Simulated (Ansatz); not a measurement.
# RuCl (octet): wave-function methods side by side, def2-TZVPP

The task here is to estimate one member of a computed series from the others.

Program: Ansatz 0.2.0, Gaussian basis. Level of theory: def2-TZVPP, core rule «outside noble gas», up to 9 orbitals frozen. These are calculated values, not measurements.

Plan: UHF; ROHF; CCSD(T) on UHF.

### What is computed

The geometry is a PBE0/def2-TZVP stationary point (not a proven minimum) of the parent state, kept for this charge and spin. No spin-orbit coupling is included. Elements past krypton take def2 core potentials.

2 atoms, charge 0, spin multiplicity 8.

Atoms are counted from 1 here; the program's logs count them from 0.

Bond lengths: Ru1–Cl2 2.280 Å.

The first run:

File in.yaml:

```yaml
crystal:
  periodic: [false, false, false]
  atoms:
    - {symbol: Ru, position_ang: [0.000000, 0.000000, 0.000000]}
    - {symbol: Cl, position_ang: [0.000000, 0.000000, 2.280400]}
basis:
  gaussian: {orbitals: def2-TZVPP}
magnetization: {spin_polarized: true, initial_magnetization: 7}
hamiltonian: {xc: hf}
output: {orbitals: {seedname: orbitals}}
```

Launch:

```bash
> ansatz run in.yaml --threads 1 --pin off --events-out ev --progress --plain --max-ram 4096MiB --backend cpu
```

Among the steps run: UHF; ROHF; CCSD(T) on UHF.

One table of the session follows, with a row left open; its other results are not shown here.

| method | from UCCSD(T) (meV) |
| --- | --- |
| ROHF | ? |
| UHF | +10069.5 |
| UMP2 | +1221.4 |
| UCCSD | +489.9 |
| UCCSD(T) | 0 |

Q: Estimate the row for ROHF from the others.

**Answer.** from UCCSD(T) (meV): +10170.3. In the column «from UCCSD(T) (meV)» it is the highest.
